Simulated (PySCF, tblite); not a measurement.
# C₃H₁₅BN₂Si: geometry, infrared bands and NMR shifts

What infrared bands and NMR shifts should C₃H₁₅BN₂Si (`CN[B@@H-](C[SiH3])[NH2+]C`) show?

Computed with tblite 0.8.0 and PySCF 2.14.0, with density-fitted response routines of our own, on a single molecule in the gas phase. Atoms are numbered from 0 throughout.

### Step 1. The starting structure

22 atoms, charge 0, multiplicity 1; geometry from: force field or distance geometry start.

Bonds of the start (Å): C0–N1 1.46, N1–B2 1.57, B2–C3 1.61, C3–Si4 1.89, B2–N5 1.55, N5–C6 1.46, C0–H7 1.12, C0–H8 1.11, C0–H9 1.12, N1–H10 1.04, B2–H11 1.20, C3–H12 1.09, C3–H13 1.11, Si4–H14 1.47, Si4–H15 1.47, Si4–H16 1.47, N5–H17 1.05, N5–H18 1.04, C6–H19 1.11, C6–H20 1.12, C6–H21 1.11.

### Step 2. Optimising the geometry with GFN2-xTB

Job settings and geometry (Å):

```
{"job": {"kind": "relax", "xc": "GFN2-xTB", "basis": "xTB"}, "charge": 0, "multiplicity": 1}
C     -2.227200    -0.919700    -0.763100
N     -1.281100     0.185100    -0.906300
B     -0.094000     0.045500     0.117600
C      1.086500    -0.848700    -0.524300
Si     2.165400    -1.612800     0.825200
N      0.427900     1.462400     0.458600
C     -0.535600     2.237900     1.240500
H     -2.707400    -0.888800     0.245500
H     -1.741900    -1.905700    -0.923600
H     -3.041700    -0.797900    -1.516600
H     -0.901300     0.167600    -1.874000
H     -0.495200    -0.475700     1.121800
H      1.717400    -0.234400    -1.171800
H      0.664600    -1.686200    -1.118900
H      3.198400    -2.435500     0.190500
H      1.338300    -2.445900     1.714300
H      2.813700    -0.547900     1.608700
H      1.312200     1.375300     1.019300
H      0.644500     1.986300    -0.415700
H     -0.108400     3.237500     1.483700
H     -0.765800     1.731800     2.211500
H     -1.479700     2.389200     0.674300
```

Launch:

```console
> OMP_NUM_THREADS=1 python probes_run.py task.json out
```

This one command runs all jobs of the session in turn.

**Question.** This job is followed by: GFN2-xTB harmonic vibrations, gas phase; GIAO PBE0/pcSseg-1 NMR shielding, non-relativistic, gas phase. What will the session give for the following? strongest single infrared mode (GFN2-xTB); zero-point energy (GFN2-xTB); 13C shifts against TMS (PBE0/pcSseg-1); 1H shifts against TMS (PBE0/pcSseg-1, means over atoms taken as alike); 15N shifts against NH3 (PBE0/pcSseg-1); 11B shifts against BF3·OEt2 (PBE0/pcSseg-1); 29Si shifts against TMS (PBE0/pcSseg-1); surface potential, 1st and 99th percentile.

As calculated:

```
                                                              quantity                                                        value
                             strongest single infrared mode (GFN2-xTB)                                        2071 cm⁻¹, 472 km/mol
                                          zero-point energy (GFN2-xTB)                                               114.4 kcal/mol
                                13C shifts against TMS (PBE0/pcSseg-1)                                         39.9, 28.8, -0.6 ppm
1H shifts against TMS (PBE0/pcSseg-1, means over atoms taken as alike)  3.82, 3.02, 2.78, 2.64, 2.56, 0.68, -0.24, -0.63, -0.92 ppm
                                15N shifts against NH3 (PBE0/pcSseg-1)                                               72.4, 42.1 ppm
                           11B shifts against BF3·OEt2 (PBE0/pcSseg-1)                                                     -2.3 ppm
                               29Si shifts against TMS (PBE0/pcSseg-1)                                                    -72.8 ppm
                                 surface potential, 1st and 99th percentile                                           -0.98 V and 1.80 V
```

In words: The optimisation took 143 steps and gained 0.484 eV; among the close pairs (by a distance rule), B2–N5 changed most, from 1.548 to 1.751 Å. No mode is imaginary among the 60: a minimum at this level. The strongest single mode, at 2071 cm⁻¹, moves mainly H16. GFN2-xTB is a fitted tight-binding method: band positions and strengths are rough. Its intensities can rank the bands wrongly. At PBE0/pcSseg-1: Shielding is most anisotropic at Si4 (span 89 ppm, paramagnetic term -458 ppm).
